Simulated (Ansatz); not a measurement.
**Te (sc type): how the settings move a single-point run**

How sensitive is a single-point run of Te (sc type) to its settings? A reference run comes first, then one run with altered input.

Program: Ansatz 0.2.0. Level of theory: reference: DFT, PBEsol, PAW with Ansatz's default frozen-core files, scalar-relativistic. These are calculated values, not measurements.

1 further run of the same task is left out (it didn't finish). Runs told in other sessions of the task aren't counted.

### 1 Starting point

It takes space group Pm-3m (No. 221, cubic). Conventional cell: a = 2.378 Å, b = 2.378 Å, c = 2.378 Å, α = 90.00°, β = 90.00°, γ = 90.00°. Around Te (site symmetry m-3m) lie 6 Te at 2.38 Å.

Structure file:

```xyz
1
Lattice="2.3776 0.0000 0.0000 0.0000 2.3776 0.0000 0.0000 0.0000 2.3776" Properties=species:S:1:pos:R:3 pbc="T T T"
Te    0.0000    0.0000    0.0000
```

### 2 The reference run

The input, input.yaml:

```yaml
crystal:
  lattice:
    - [2.3776370739, 0.0, 0.0]
    - [0.0, 2.3776370739, 0.0]
    - [0.0, 0.0, 2.3776370739]
  atoms:
    - { symbol: Te, position: [0.0, 0.0, 0.0] }
kpoints:
  mp_grid: { grid: [13, 13, 13] }
scf:
  occupations: { method: fermi_dirac, width: 0.08 }
hamiltonian:
  xc: pbesol
  pseudopotentials: { kind: paw }
output:
  forces: true
  stress: true
  eigenvalues: true
basis:
  ecutwfc: 1000
```

On the command line:

```bash
ansatz run input.yaml --threads 1 --pin off --max-ram 2048MiB --backend cpu --events-out ev --progress --plain --runs-dir out
```

### 3 Changed: accuracy low, ecutwfc left out

input.yaml: that of step 2 with these lines changed.

```diff
@@ -9,2 +9,13 @@
   mp_grid: { grid: [13, 13, 13] }
+  band_path:
+    path:
+      - [0.0, 0.0, 0.0]
+      - [0.0, 0.5, 0.0]
+      - [0.5, 0.5, 0.0]
+      - [0.0, 0.0, 0.0]
+      - [0.5, 0.5, 0.5]
+      - [0.0, 0.5, 0.0]
+      - [0.5, 0.5, 0.5]
+      - [0.5, 0.5, 0.0]
+    npoints: 8
 scf:
@@ -18,3 +29,7 @@
   eigenvalues: true
-basis:
-  ecutwfc: 1000
+  populations: true
+  write_density: true
+  write_potential: true
+  elf: true
+  volumetric_format: npy
+accuracy: low
```

**Question.** What will these runs give? Wanted: for each run, ending; energy change; pressure; gap; force.

**Answer**, as computed:

```tsv
run	ending	energy change	pressure (GPa)	gap (eV)	force (eV/Å)	cycles	time
reference	converged	0	286.6	0.00	0.00	7	3.9 s
1: accuracy low, ecutwfc left out	converged	+4.6 meV/atom	286.7	0.00	0.00	7	1.9 s
```

Times don't compare one to one where runs were asked for different outputs or read a saved state (see the inputs); cycles may leave out searches for a lower state.

Residual by cycle in the longest SCF loop of each run; runs are numbered as in the table. The quantity is the density residual dr2, in eV.

```tsv
cycle	reference	run 1
1	0.00442	0.00442
2	0.00206	0.00206
3	1.8e-4	2.1e-4
4	2.4e-5	2.8e-5
5	6.3e-6	3.5e-6
6	1.0e-6	6.9e-7
7	1.4e-8	5.6e-9
```

What this shows: Changing the accuracy level and cutoff moves the energy by +4.6 meV/atom. Semilocal functionals close small gaps, and spin-orbit coupling, left out here, moves these band edges, so the missing gap need not be the real solid's. The structure is not at rest: the sound run finds 287 GPa, so these are no properties of the relaxed crystal. 
